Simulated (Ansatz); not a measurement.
This script makes a convergence test of the k-point mesh of SnO, space group P4/nmm with Ansatz 0.2.0 through its Python package.

Script `sno.py`:
```python
"""Convergence of SnO with the k-point mesh."""

import logging
import sys
import warnings

import ansatz as az
from tabulate import tabulate

logging.basicConfig(stream=sys.stdout, format="[%(levelname)s] %(message)s")
log = logging.getLogger("run")
log.setLevel(logging.INFO)

FILLING = "fixed"

warnings.simplefilter("ignore", az.DeckWarning)

structure = (
    az.Lattice.of((3.7986, 0.0, 0.0), (0.0, 3.7986, 0.0), (0.0, 0.0, 4.8408))
    .atom("Sn", (0.5, 0.0, 0.2369))
    .atom("Sn", (0.0, 0.5, 0.7631))
    .atom("O", (0.0, 0.0, 0.0))
    .atom("O", (0.5, 0.5, 0.0))
)

calculation = (
    structure.calculation()
    .functional(az.Functional.LDA)
    .occupations(FILLING)
    .stress()
)

rows = []
for value in [(2, 2, 2), (4, 4, 2), (4, 4, 4), (6, 6, 4), (6, 6, 6), (8, 8, 6)]:
    r = calculation.kpoints(mesh=value).run(threads=1).report
    rows.append((value, r["free_energy_ev"] / len(r["lattice"]["sites"]), r["n_iterations"], sum(r["stress_gpa"][i][i] for i in range(3)) / 3, r["n_kpoints"]))

print(tabulate(rows, headers=["mesh", "F/atom (eV)", "iterations", "P (GPa)", "k-points"], floatfmt=".4f", tablefmt="simple"))

# differences from the last row
for row in rows[:-1]:
    shift = 1000 * (row[1] - rows[-1][1])
    log.info(f"{row[0]}: {shift:+.2f} meV/atom" + ("  (within 1 meV)" if abs(shift) < 1 else ""))
```

How fast does the energy converge with the mesh (threshold 1 meV an atom)?

From 6×6×4 on it stays within 1 meV an atom of the value at 8×8×6; the first row (2×2×2) is off by 23.9 meV and the last but one by 0.13 meV. It goes up and down, since the sum over k-points isn't variational. The pressure moves from -2.87 to -2.26 GPa.

What the script printed:

Running `python sno.py` prints:
```text
mesh         F/atom (eV)    iterations    P (GPa)    k-points
---------  -------------  ------------  ---------  ----------
(2, 2, 2)     -3217.4740             7    -2.8710           6
(4, 4, 2)     -3217.4464             7    -2.1271          12
(4, 4, 4)     -3217.4478             7    -2.1908          18
(6, 6, 4)     -3217.4499             7    -2.2486          30
(6, 6, 6)     -3217.4500             7    -2.2518          40
(8, 8, 6)     -3217.4501             7    -2.2561          60
[INFO] (2, 2, 2): -23.92 meV/atom
[INFO] (4, 4, 2): +3.76 meV/atom
[INFO] (4, 4, 4): +2.35 meV/atom
[INFO] (6, 6, 4): +0.21 meV/atom  (within 1 meV)
[INFO] (6, 6, 6): +0.13 meV/atom  (within 1 meV)
```

Notes:
- Pressure is positive in compression.
- The structure is a deposited one; some such entries were measured under pressure or heat, so a shift against it needn't be the functional's error alone.
- Shifts are counted from the finest mesh, which is itself no proven limit.
- The whole script took 27 s on 1 thread of Arm Neoverse N1, with other jobs on the host, peak memory 0.42 GiB.
